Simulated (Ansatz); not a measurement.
# GeH6O (built from SMILES O.[GeH4]): a barrier at many levels of theory

Aim: the barrier and energy of one elementary step (Ge1–O7 formed, H2–H6 formed, Ge1–H2 broken, H6–O7 broken) from LDA up to coupled cluster, on fixed structures, to see where each rung fails.

Program: Ansatz 0.2.0, Gaussian basis. Level of theory: single points in def2-TZVPP on PBE0-D4/def2-TZVP structures. These are calculated values, not measurements.

Levels: SPW92, PBE-D4, BLYP-D4, r2SCAN-D4, B97M-V, PBE0-D4, B3LYP-D4, r2SCAN0-D4, BHLYP-D4, CAM-B3LYP-D4, wB97X-V, wB97M-V, B2PLYP, PBE-QIDH, RPA on PBE, Hartree-Fock, MP2, CCSD, CCSD(T). The reference is CCSD(T) at the basis limit, from triple and quadruple zeta. Zero-point energies come from PBE0-D4 vibrations.

Cores are frozen in the correlated methods. Filled d shells of the heavier atoms are correlated. B3LYP uses VWN-RPA correlation. B2PLYP carries no dispersion term here.

23 further runs of the same task are left out: 23 set aside as unsound or not needed.

## 1. The three structures

Charge 0, multiplicity 1. The folders r, ts and p hold the start, the saddle and the end; their coordinates stand in the first inputs.

```csv
pair,r (Å),ts (Å),p (Å)
Ge1–O7,3.247,2.020,1.785
H2–H6,3.046,1.093,0.748
Ge1–H2,1.535,1.912,4.325
H6–O7,0.960,1.153,2.543
```

## 2. wB97M-V/def2-TZVPP

r/in.yaml reads:

```yaml
crystal:
  periodic: [false, false, false]
  atoms:
    - {symbol: Ge, position_ang: [-0.515600, 0.688169, 0.941968]}
    - {symbol: H, position_ang: [-1.516622, 0.341854, -0.168919]}
    - {symbol: H, position_ang: [0.119378, -0.595512, 1.491858]}
    - {symbol: H, position_ang: [-1.284799, 1.377378, 2.084704]}
    - {symbol: H, position_ang: [0.560979, 1.640144, 0.415675]}
    - {symbol: H, position_ang: [0.420147, -0.889128, -2.171882]}
    - {symbol: O, position_ang: [1.058512, -0.831795, -1.457132]}
    - {symbol: H, position_ang: [1.158003, -1.731108, -1.136174]}
basis:
  gaussian: {orbitals: def2-TZVPP}
hamiltonian: {xc: {name: wB97M-V}}
```

ts/in.yaml reads:

```yaml
crystal:
  periodic: [false, false, false]
  atoms:
    - {symbol: Ge, position_ang: [-0.022641, 0.399773, 0.624863]}
    - {symbol: H, position_ang: [-0.936207, 0.619147, -1.040387]}
    - {symbol: H, position_ang: [0.963185, -0.357843, 1.562380]}
    - {symbol: H, position_ang: [-1.416020, 0.197534, 1.243337]}
    - {symbol: H, position_ang: [0.461701, 1.850109, 0.534675]}
    - {symbol: H, position_ang: [-0.261360, -0.203202, -1.293116]}
    - {symbol: O, position_ang: [0.648265, -0.775221, -0.874850]}
    - {symbol: H, position_ang: [0.563076, -1.730296, -0.756803]}
basis:
  gaussian: {orbitals: def2-TZVPP}
hamiltonian: {xc: {name: wB97M-V}}
```

p/in.yaml reads:

```yaml
crystal:
  periodic: [false, false, false]
  atoms:
    - {symbol: Ge, position_ang: [0.400124, 0.099597, 1.144777]}
    - {symbol: H, position_ang: [-1.420554, 0.807583, -2.713768]}
    - {symbol: H, position_ang: [1.576911, -0.398859, 2.005556]}
    - {symbol: H, position_ang: [-0.933188, -0.232025, 1.841938]}
    - {symbol: H, position_ang: [0.519790, 1.594861, 0.840188]}
    - {symbol: H, position_ang: [-0.961534, 0.444530, -2.247476]}
    - {symbol: O, position_ang: [0.454399, -0.680854, -0.459464]}
    - {symbol: H, position_ang: [0.364050, -1.634831, -0.411651]}
basis:
  gaussian: {orbitals: def2-TZVPP}
hamiltonian: {xc: {name: wB97M-V}}
```

The command line of these runs was not kept.

After this run come: CCSD(T)/def2-TZVPP; MP2/def2-QZVPP; Vibrations of the start structure; Vibrations of the end structure.

What does the calculation give? Wanted: barrier, CCSD(T)/CBS; reverse barrier, CCSD(T)/CBS; step energy, CCSD(T)/CBS; barrier with zero-point energy; step energy with zero-point energy; imaginary mode at the saddle; largest T1 diagnostic.

**Answer**, as computed:

```
                          quantity       value
              barrier, CCSD(T)/CBS    2.238 eV
      reverse barrier, CCSD(T)/CBS    2.164 eV
          step energy, CCSD(T)/CBS   +0.074 eV
    barrier with zero-point energy    2.161 eV
step energy with zero-point energy   -0.036 eV
      imaginary mode at the saddle  1347i cm⁻¹
             largest T1 diagnostic       0.013
```

What this shows: BHLYP-D4 is the best functional here (+0.051 eV from CCSD(T)/CBS); SPW92 is the worst (-0.713 eV). Mean unsigned error by rung: LDA 0.713, GGA 0.374, meta-GGA 0.247, hybrid 0.150, range-separated hybrid 0.109, double hybrid 0.096 eV. PBE-D4 gives a barrier 0.435 eV too low, outside chemical accuracy (1 kcal/mol, 0.043 eV). Every functional without exact exchange puts the barrier too low, the usual mark of self-interaction error, which favours the spread-out density of a saddle. The barrier rises with the share of exact exchange, from BLYP-D4 through B3LYP-D4 to BHLYP-D4 (-0.313, -0.161, +0.051 eV). Hartree-Fock, with no correlation, is off by +0.528 eV. Zero-point motion lowers the barrier by 0.077 eV.
